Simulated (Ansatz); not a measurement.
Relaxation of a periodic cell of 17 atoms, Li (host Li, host structure bcc, interstitial Li), to a largest force component of 0.03 eV/Å in at most 60 steps.

Computed with DFT PBE-D3(BJ), scalar-relativistic, plane waves, PAW in Ansatz. Settings: cutoff 420 eV, k mesh 3x3x3, gaussian smearing 0.05 eV, no spin polarisation.

```xyz
17
Lattice="6.9800 0.0000 0.0000 0.0000 6.9800 0.0000 0.0000 0.0000 6.9800" Properties=species:S:1:pos:R:3
Li 0.000 0.000 0.000
Li 3.490 0.000 0.000
Li 0.000 3.490 0.000
Li 0.000 0.000 3.490
Li 1.745 1.745 1.745
Li 3.490 3.490 0.000
Li 3.490 0.000 3.490
Li 5.235 1.745 1.745
Li 0.000 3.490 3.490
Li 1.745 5.235 1.745
Li 1.745 1.745 5.235
Li 3.490 3.490 3.490
Li 5.235 5.235 1.745
Li 5.235 1.745 5.235
Li 1.745 5.235 5.235
Li 5.235 5.235 5.235
Li 0.011 0.837 1.678
```

**Question.** Where does it end, and by what steps?

**Answer.** The forces met the threshold. The force dipped under the threshold on the way, but the program's further checks kept it going. Limits of this set-up: coarse k mesh. After 14 steps the energy has fallen by 1.751 eV; Li1 moved furthest, 1.04 Å. Joined: Li1–Li3, Li5–Li10, Li11–Li17.

```tsv
step	energy less start (eV)	largest force component (eV/Å)	accepted
0	0.0000	1.750	yes
1	-0.9299	1.077	yes
2	-1.4207	0.435	yes
3	-1.5748	0.082	yes
4	-1.5979	0.045	yes
5	-1.6239	0.076	yes
6	-1.6389	0.082	yes
7	-1.6647	0.049	yes
8	-1.6836	0.071	yes
9	-1.7132	0.064	yes
10	-1.7367	0.036	yes
11	-1.7044	0.155	no
12	-1.7476	0.012	yes
13	-1.7507	0.015	yes
14	-1.7514	0.009	yes
```

```xyz
17
Lattice="6.9800 0.0000 0.0000 0.0000 6.9800 0.0000 0.0000 0.0000 6.9800" Properties=species:S:1:pos:R:3
Li -0.403 -0.830 -0.472
Li 3.376 -0.062 0.089
Li -0.119 3.459 0.056
Li 0.044 0.157 3.639
Li 2.144 2.488 1.966
Li 3.692 3.697 -0.046
Li 3.200 0.219 3.419
Li 5.134 1.656 1.760
Li -0.128 3.421 3.635
Li 1.682 5.217 1.905
Li 1.753 1.790 5.435
Li 3.745 3.308 3.794
Li 5.203 5.310 1.917
Li 5.236 1.549 5.494
Li 1.800 5.116 5.151
Li 4.849 5.439 4.838
Li 0.682 0.782 0.978
```

Whether the end is a true minimum wasn't checked by a vibrational analysis.

Time of the run: 71 s on 2 threads of Arm Neoverse V2 (shared host), peak memory 0.53 GiB.
